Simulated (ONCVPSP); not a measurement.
**An ONCV potential for hafnium, from input to tests**

Aim: build the potential from the settings below, then test how well it stands in for the atom: other configurations, scattering, ghost states and the plane-wave cutoff that it needs.

Program: ONCVPSP 4.0.1. Reference atom: LDA (Perdew-Zunger), scalar-relativistic, spherical and spin-unpolarised. All values are calculated.

**1. Settings**

Typed settings, in words:

```
element                 : hafnium (Hf, Z = 72)
type                    : optimised norm-conserving Vanderbilt (ONCV)
frozen core             : [Kr] 4d10 4f14
valence charge          : 12
reference configuration : 5s2 5p6 5d2 6s2
partial waves           : 5s+6s: rc 2.20 bohr, ncon 4, nbas 7, qcut 6.4 1/bohr, 3 projectors, debl 2.5 Ha; 5p: rc 1.60 bohr, ncon 4, nbas 9, qcut 9.1 1/bohr, 2 projectors, debl 3.9 Ha; 5d: rc 2.65 bohr, ncon 4, nbas 8, qcut 6.9 1/bohr, 1 projector
local potential         : polynomial inside 1.05 bohr (lpopt 1, dvloc0 2 Ha)
core correction         : polynomial model core, fcfact 0.45
```

The outer shells as boxes (Hund's rule for the drawing; the calculation is spin-unpolarised):

```
[Kr] core
4d [↑↓][↑↓][↑↓][↑↓][↑↓]
4f [↑↓][↑↓][↑↓][↑↓][↑↓][↑↓][↑↓]
5s [↑↓]
5p [↑↓][↑↓][↑↓]
5d [↑ ][↑ ][  ][  ][  ]
6s [↑↓]
```

The nodes and maxima of the atom's own shells, from an earlier all-electron run, set the scale for the radii.

All-electron outer shells of the reference configuration (LDA (Perdew-Zunger), scalar-relativistic, ld1.x):

| shell | level (eV) | outermost node (bohr) | outermost maximum (bohr) |
| --- | --- | --- | --- |
| 5s | -67.17 | 0.55 | 1.01 |
| 5p | -35.71 | 0.60 | 1.16 |
| 4f | -17.03 | – | 0.45 |
| 6s | -5.27 | 1.37 | 2.89 |
| 5d | -2.87 | 0.67 | 1.71 |
| 6p | -1.47 | 1.66 | 4.05 |

**2. Generating the potential**

Input file Hf.dat:

```
# ATOM AND REFERENCE CONFIGURATION
# atsym  z   nc   nv     iexc    psfile
  Hf 72.00   10    4        3      upf
#
#   n    l    f
    1    0    2.00
    2    0    2.00
    2    1    6.00
    3    0    2.00
    3    1    6.00
    3    2   10.00
    4    0    2.00
    4    1    6.00
    4    2   10.00
    4    3   14.00
    5    0    2.00
    5    1    6.00
    5    2    2.00
    6    0    2.00
#
# PSEUDOPOTENTIAL AND OPTIMIZATION
# lmax
    2
#
#   l,   rc,      ep,       ncon, nbas, qcut
    0    2.20    0.00    4    7    6.40
    1    1.60    0.00    4    9    9.10
    2    2.65    0.00    4    8    6.90
#
# LOCAL POTENTIAL
# lloc, lpopt,  rc(5),   dvloc0
    4    1    1.05    2.00
#
# VANDERBILT-KLEINMAN-BYLANDER PROJECTORs
# l, nproj, debl
    0    3    2.50
    1    2    3.90
    2    1    1.00
#
# MODEL CORE CHARGE
# icmod, fcfact, rcfact
    1    0.45    0.00
#
# LOG DERIVATIVE ANALYSIS
# epsh1, epsh2, depsh
   -4.00    5.00    0.02
#
# OUTPUT GRID
# rlmax, drl
    6.00    0.01
#
# TEST CONFIGURATIONS
# ncnf
    4
# nvcnf
#   n    l    f
    4
    5    0    2.00
    5    1    6.00
    5    2    2.00
    6    0    1.00
#
    4
    5    0    2.00
    5    1    6.00
    5    2    2.00
    6    0    0.00
#
    4
    5    0    2.00
    5    1    6.00
    5    2    1.00
    6    0    0.00
#
    4
    5    0    2.00
    5    1    6.00
    5    2    3.00
    6    0    0.00
#
```

On the command line:

```
$ oncvpsp.x < Hf.dat > Hf.out
```

What does the calculation give? Wanted: cutoffs for 1 and 0.1 mHa per electron, occupied waves; bound ghosts; GHOST(+) flags; largest test error; largest phase difference near zero energy, channels read; rms error of d²Exc/dn², without and with the model core.

**Answer**, as computed:

| quantity | value |
| --- | --- |
| cutoffs for 1 and 0.1 mHa per electron, occupied waves | 26 Ha and 32 Ha |
| bound ghosts | none found |
| GHOST(+) flags | s at 204 eV |
| largest test error (AE − PS) | -22 meV, for 5s2 5p6 5d2 6s0 (1 test unsolved) |
| largest phase difference near zero energy, channels read | 0.001 rad |
| rms error of d²Exc/dn², without and with the model core | 8.91 and 0.64 mHa |

The worst unpolarised test, 5s2 5p6 5d2 6s0, is off by 22 meV on 22.7 eV; by total energies transferability rates as good where solved. Of the tests 1 gave no usable energy difference, which is a warning in itself. It counts as of middling hardness, with 26 Ha needed at the looser tolerance. At the looser tolerance the 5p wave is the slowest; 5d needs 12 Ha. The program's ghost test flags no bound state. Near zero energy the phases of the channels with partial waves agree within 0.001 rad. The program also flags highly localised states, GHOST(+) (s). Note that the frozen 4f shell (-17 eV) lies higher than the valence 5s shell (-67 eV).
